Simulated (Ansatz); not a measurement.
# GdN: the cost of one run

Computed with Ansatz 0.2.0 (DFT PBE, scalar-relativistic, plane waves, PAW, unless a step's input says otherwise).

## 1. Starting point

It takes space group Fm-3m (No. 225, cubic). Conventional cell: a = 4.985 Å, b = 4.985 Å, c = 4.985 Å, α = 90.00°, β = 90.00°, γ = 90.00°. Gd (site symmetry m-3m) is surrounded by 6 N at 2.49 Å. N (site symmetry m-3m) is surrounded by 6 Gd at 2.49 Å.

As a file:

```cif
data_structure
_symmetry_space_group_name_H-M 'Fm-3m'
_symmetry_Int_Tables_number 225
_cell_length_a 4.9846
_cell_length_b 4.9846
_cell_length_c 4.9846
_cell_angle_alpha 90.000
_cell_angle_beta 90.000
_cell_angle_gamma 90.000
_cell_volume 123.85
loop_
_atom_site_label
_atom_site_type_symbol
_atom_site_symmetry_multiplicity
_atom_site_Wyckoff_symbol
_atom_site_fract_x
_atom_site_fract_y
_atom_site_fract_z
_atom_site_occupancy
Gd1 Gd 4 a 0.00000 0.00000 0.00000 1
N1 N 4 b 0.50000 0.00000 0.00000 1
```

This cell comes from an earlier session at PBE: 15.481 Å³/atom at -0.05 GPa, on a 12×12×12 mesh.

## 2. Ferromagnetic, larger cell

input.yaml reads:

```yaml
crystal:
  lattice:
    - [0.0, 2.4922853449, -2.4922853449]
    - [0.0, 2.4922853449, 2.4922853449]
    - [4.9845706898, 0.0, 0.0]
  atoms:
    - { symbol: Gd, position: [0.0, 0.0, 0.0], spin: 7.0 }
    - { symbol: "N", position: [0.0, 1.0, 0.5] }
    - { symbol: Gd, position: [0.5, 0.5, 0.5], spin: 7.0 }
    - { symbol: "N", position: [0.5, 1.5, 1.0] }
basis:
  ecutwfc: 420
  ecutrho_ratio: 4
kpoints:
  mp_grid: { grid: [8, 8, 6] }
hamiltonian:
  xc: pbe
scf:
  occupations: { method: gaussian, width: 0.05 }
  lower_state_search: "off"
output:
  forces: true
  stress: true
  eigenvalues: true
  populations: true
magnetization:
  spin_polarized: true
```

The run is started by

```sh
$ ansatz run input.yaml --threads 1 --pin off --max-ram 2560MiB --backend cpu --events-out ev --progress --plain --runs-dir out
```

Q: Estimate wall time and peak memory on 1 thread of Intel Xeon Platinum 8488C (Sapphire Rapids), shared host.

About 16 s, with a peak of 0.51 GiB.
